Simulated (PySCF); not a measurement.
**TeO₂: structure of the singlet**

Where does singlet TeO₂ go from a linear start, is the end point a minimum, and what are its modes, charges and moments?

The runs use PySCF 2.14.0; PBE0, basis Te x2c-TZVPall, O x2c-TZVPall, spin-free X2C, no spin–orbit coupling, density fitting.

## Step 1: Where the work starts

3 atoms, charge 0, spin multiplicity 1.

Bond lengths: Te1–O2 1.850 Å, Te1–O3 1.850 Å. Angles: O2–Te1–O3 180.0°.

```xyz
3
charge 0 multiplicity 1
Te    0.0000    0.0000    0.0000
O     0.0000    0.0000    1.8500
O     0.0000    0.0000   -1.8500
```

## Step 2: Relaxation: linear start, singlet

The steps below are one call of a driver around PySCF. For each, scf.py gives the equivalent set-up of the SCF; relaxations use the driver's own optimiser. Before each start the driver seeks the lowest SCF state from one or more starting densities and follows internal instabilities, so scf.py alone need not reach the same state.

The program finds D∞h symmetry in the start, which this walk keeps. The walk stops when the largest gradient is under 0.0003 Eh/bohr and the energy has settled too.

The input, scf.py:

```python
from pyscf import gto, scf, dft
mol = gto.M(atom='''
Te     0.000000     0.000000     0.000000
O      0.000000     0.000000     1.850000
O      0.000000     0.000000    -1.850000''',
    basis={'Te': 'x2c-TZVPall', 'O': 'x2c-TZVPall'},
    nucmod='G',
    charge=0, spin=0)
mf = dft.RKS(mol, xc='PBE0')
mf.grids.atom_grid = (50, 194)
aux = {'Te': 'AutoAux', 'O': 'AutoAux'}  # AutoAux: made from the orbital basis
mf = mf.density_fit(auxbasis=aux).sfx2c1e()
mf.kernel()
```

Further steps of the session: Is it a minimum? Harmonic modes; Downhill along the imaginary mode; Frequencies.

**Question.** What will these runs give? Wanted: minimum; geometry; wavenumbers; dipole moment; highest occupied, lowest empty level; polar-tensor charge of Te1; zero-point energy.

As calculated:

| quantity | value |
| --- | --- |
| minimum | singlet, C2v |
| geometry | Te–O 1.783 Å (×2); O–Te–O 109.5° |
| wavenumbers (cm⁻¹) | 299 (a1), 896 (a1), 908 (b2) |
| dipole moment | 4.11 D |
| highest occupied, lowest empty level | -8.61, -4.27 eV |
| polar-tensor charge of Te1 | +1.12 e |
| zero-point energy | 12.6 kJ/mol |
| entropy at 298.15 K | 272.4 J/(mol K) |

In words: From D∞h at the start the molecule goes to a C2v minimum, after a stop at a second-order saddle point 252.6 kJ/mol higher, from which it was pushed off along an imaginary mode. In the infrared the band at 908 cm⁻¹ (b2, stretch) leads. Only this shape and spin were tried, so other structures or states may lie lower. Spin–orbit coupling is left out.
